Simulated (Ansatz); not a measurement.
Working through a scan of one input key of MgSc₃, space group P-6m2

With Ansatz 0.2.0, Python API.

Input file `mgsc3.cif`:
```cif
data_MgSc3
_cell_length_a 3.280733
_cell_length_b 3.280733
_cell_length_c 10.645122
_cell_angle_alpha 90.00000
_cell_angle_beta 90.00000
_cell_angle_gamma 120.00000
_symmetry_space_group_name_H-M 'P 1'
_symmetry_Int_Tables_number 1
loop_
_symmetry_equiv_pos_as_xyz
'x, y, z'
loop_
_atom_site_label
_atom_site_type_symbol
_atom_site_fract_x
_atom_site_fract_y
_atom_site_fract_z
Mg1 Mg    0.000000    0.000000    0.500000
Sc2 Sc    0.333333    0.666667    0.753680
Sc3 Sc    0.000000    0.000000    0.000000
Sc4 Sc    0.333333    0.666667    0.246320
```

Notebook, run cell by cell (the value of a cell's last expression is shown):

```python
import warnings

import ansatz as az
from ase.io import read

warnings.simplefilter("ignore", az.DeckWarning)

atoms = read("mgsc3.cif")
system = az.Crystal.from_ase(atoms)

system.resolved().tree()["lattice"]
```

    ((3.280733, 0.0, 0.0), (-1.6403664999999994, 2.841198121033933, 0.0), (0.0, 0.0, 10.645122))

```python
setup = (
    system.calculation()
    .kpoints(9, 9, 3)
    .basis(420)  # plane waves up to this kinetic energy
    .functional("pbesol")
    .occupations("Marzari-Vanderbilt", width=0.1)
    .band_table()  # levels at the mesh points
)
typed = setup.input()
rows = []
for value in [1, 2, 3]:
    edited = typed.set(az.key.basis.xc_grid, value)
    data = az.Session.from_dict(edited).plan().execute().report
    rows.append((value, data["free_energy_ev"], data["n_iterations"], len(data["eigenvalues_ev"][0]) if "eigenvalues_ev" in data else 0))
for row in rows:
    print("; ".join(f"{name} = {round(v, 4) if isinstance(v, float) else v}" for name, v in zip(["xc grid", "F eV", "iterations", "bands listed"], row)))
```

    xc grid = 1; F eV = -8245.9876; iterations = 8; bands listed = 26
    xc grid = 2; F eV = -8245.9875; iterations = 8; bands listed = 26
    xc grid = 3; F eV = -8245.9875; iterations = 8; bands listed = 26

Caveats:
- Total energies depend on the potentials; only differences at equal settings carry meaning. A total without «per atom» is that of the whole cell that was run.
- Spin is left out of this run.
- The structure comes from a database of computed cells and needn't be a stable or known phase.
- Hardware and time: 36 s on 1 thread of AMD EPYC 7R43 64-Core Processor (Zen 3), with other jobs on the host, peak memory 0.5 GiB.
